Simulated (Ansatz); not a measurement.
**C2H6GeSe: up Jacob's ladder to CCSD(T)**

The task here is to estimate one member of a computed series from the others.

The runs use Ansatz 0.2.0, Gaussian basis; functionals in def2-TZVPP, the program's frozen cores in correlated methods.

The runs, in order: LDA (SPW92), PBE-D4, revPBE-D4, BLYP-D4, r2SCAN-D4, B97M-V, PBE0-D4, B3LYP-D4, r2SCANh-D4, r2SCAN0-D4, HSE06-D4, BHLYP-D4, CAM-B3LYP-D4, LC-ωPBE, ωB97X-V, ωB97M-V, B2PLYP, PBE-QIDH; CCSD(T)/def2-SVP; CCSD(T)/def2-TZVPP; MP2/def2-QZVPP; extrapolation to the limit; RPA on PBE.

## Structure used throughout

An earlier PBE0-D4 in a triple-zeta def2 set relaxation fixed the geometry.

SMILES `C[C]([GeH3])=[Se]`, 10 atoms, charge 0, spin multiplicity 1.

Atoms are counted from 1 here; the program's logs count them from 0.

Bond lengths: C1–C2 1.487 Å, C1–H5 1.090 Å, C1–H6 1.097 Å, C1–H7 1.097 Å, C2–Ge3 1.967 Å, C2–Se4 1.761 Å, Ge3–H8 1.529 Å, Ge3–H9 1.541 Å, Ge3–H10 1.541 Å. Angles: C2–C1–H5 112.2°, C2–C1–H6 110.0°, C2–C1–H7 110.0°, H5–C1–H6 109.3°, H5–C1–H7 109.3°, H6–C1–H7 105.8°, C1–C2–Ge3 116.9°, C1–C2–Se4 123.0°, Ge3–C2–Se4 120.1°, C2–Ge3–H8 109.9°, C2–Ge3–H9 108.5°, C2–Ge3–H10 108.5°, H8–Ge3–H9 110.9°, H8–Ge3–H10 110.9°, H9–Ge3–H10 108.0°.

As a file:

```mol
C2H6GeSe
  3D, bonds by distance, orders not assigned

 10  9  0  0  0  0  0  0  0  0999 V2000
   -0.8127    1.1540   -0.3945 C   0  0
   -0.4313   -0.2781   -0.5159 C   0  0
    1.0055   -0.9188    0.6644 Ge  0  0
   -1.2009   -1.3834   -1.6499 Se  0  0
   -1.6128    1.4273   -1.0830 H   0  0
    0.0602    1.7919   -0.5807 H   0  0
   -1.1279    1.3723    0.6334 H   0  0
    1.2640   -2.4040    0.4106 H   0  0
    0.5832   -0.6752    2.1263 H   0  0
    2.2727   -0.0860    0.3893 H   0  0
  1  2  8  0
  2  3  8  0
  2  4  8  0
  1  5  8  0
  1  6  8  0
  1  7  8  0
  3  8  8  0
  3  9  8  0
  3 10  8  0
M  END
```

The first run:

File in.yaml:

```yaml
crystal:
  periodic: [false, false, false]
  atoms:
    - {symbol: C, position_ang: [-0.812718, 1.154028, -0.394506]}
    - {symbol: C, position_ang: [-0.431343, -0.278068, -0.515869]}
    - {symbol: Ge, position_ang: [1.005527, -0.918778, 0.664369]}
    - {symbol: Se, position_ang: [-1.200928, -1.383380, -1.649890]}
    - {symbol: H, position_ang: [-1.612830, 1.427253, -1.082956]}
    - {symbol: H, position_ang: [0.060178, 1.791853, -0.580702]}
    - {symbol: H, position_ang: [-1.127858, 1.372289, 0.633351]}
    - {symbol: H, position_ang: [1.264017, -2.404013, 0.410642]}
    - {symbol: H, position_ang: [0.583207, -0.675155, 2.126297]}
    - {symbol: H, position_ang: [2.272727, -0.086039, 0.389263]}
basis:
  gaussian: {orbitals: def2-TZVPP}
hamiltonian: {xc: lda}
output: {orbitals: {seedname: orbitals}}
```

Started as:

```bash
$ ansatz run in.yaml --threads 2 --pin off --events-out ev --progress --plain --max-ram 22528MiB --backend cpu
```

Among the steps run: LDA; PBE-D4 (GGA); revPBE-D4 (GGA); BLYP-D4 (GGA); r2SCAN-D4 (meta-GGA); B97M-V (meta-GGA); B3LYP-D4 (hybrid); r2SCANh-D4 (hybrid); r2SCAN0-D4 (hybrid); HSE06-D4 (hybrid); BHLYP-D4 (hybrid); CAM-B3LYP-D4 (range-separated); LC-ωPBE (range-separated); ωB97X-V (range-separated); ωB97M-V (range-separated); B2PLYP (double hybrid); PBE-QIDH (double hybrid).

One of the session's tables, all rows but one given; the rest of the session is left out.

It belongs to the step «Orbital energies across the functionals». 

| functional | HOMO (eV) | LUMO (eV) | gap (eV) |
| --- | --- | --- | --- |
| LDA (SPW92) | -5.12 | -3.59 | 1.53 |
| PBE-D4 | -4.98 | -3.42 | 1.57 |
| revPBE-D4 | -4.93 | -3.35 | 1.58 |
| BLYP-D4 | -4.82 | -3.26 | 1.56 |
| r2SCAN-D4 | -5.18 | -3.35 | 1.83 |
| B97M-V | -5.32 | -3.27 | 2.06 |
| PBE0-D4 | -6.09 | -2.57 | 3.52 |
| B3LYP-D4 | -5.87 | -2.75 | 3.12 |
| r2SCANh-D4 | -5.60 | -3.03 | 2.57 |
| r2SCAN0-D4 | -6.22 | -2.54 | 3.68 |
| HSE06-D4 | -5.70 | -2.95 | 2.74 |
| BHLYP-D4 | -7.05 | -1.56 | 5.49 |
| CAM-B3LYP-D4 | -7.36 | -1.45 | 5.91 |
| LC-ωPBE | ? | ? | ? |
| ωB97X-V | -8.36 | -0.46 | 7.90 |
| ωB97M-V | -8.23 | -0.51 | 7.72 |

**Question.** Estimate the row for LC-ωPBE.

As computed: HOMO (eV): -8.70; LUMO (eV): -0.42; gap (eV): 8.28. In the column «HOMO (eV)» it is the lowest.
